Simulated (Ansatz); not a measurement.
# GeS: the cost of one run

The runs use Ansatz 0.2.0, Gaussian basis; UKS PBE0/def2-TZVPD.

## Step 1: The starting structure

2 atoms, charge -1, spin multiplicity 4.

Atoms are counted from 1 here; the program's logs count them from 0.

Bond lengths: Ge1–S2 2.092 Å.

The start is set by covalent radii. Sticks and bond lists go by distance. No spin-orbit coupling is included. 

## Step 2: The run

The input, in.yaml:

```yaml
crystal:
  periodic: [false, false, false]
  atoms:
    - {symbol: Ge, position_ang: [0.000000, 0.000000, 0.000000]}
    - {symbol: S, position_ang: [0.000000, 0.000000, 2.092500]}
basis:
  gaussian: {orbitals: def2-TZVPD}
total_charge: -1
magnetization: {spin_polarized: true, initial_magnetization: 3}
hamiltonian: {xc: pbe0}
relax: {f_tol: 0.004, max_steps: 80}
```

Started as:

```
> ansatz run in.yaml --threads 1 --pin off --events-out ev --progress --plain --max-ram 2176MiB
```

Q: Estimate wall time and peak memory on 1 thread of Arm Neoverse N1, shared host.

About 1.9 min, with a peak of 0.3 GiB.
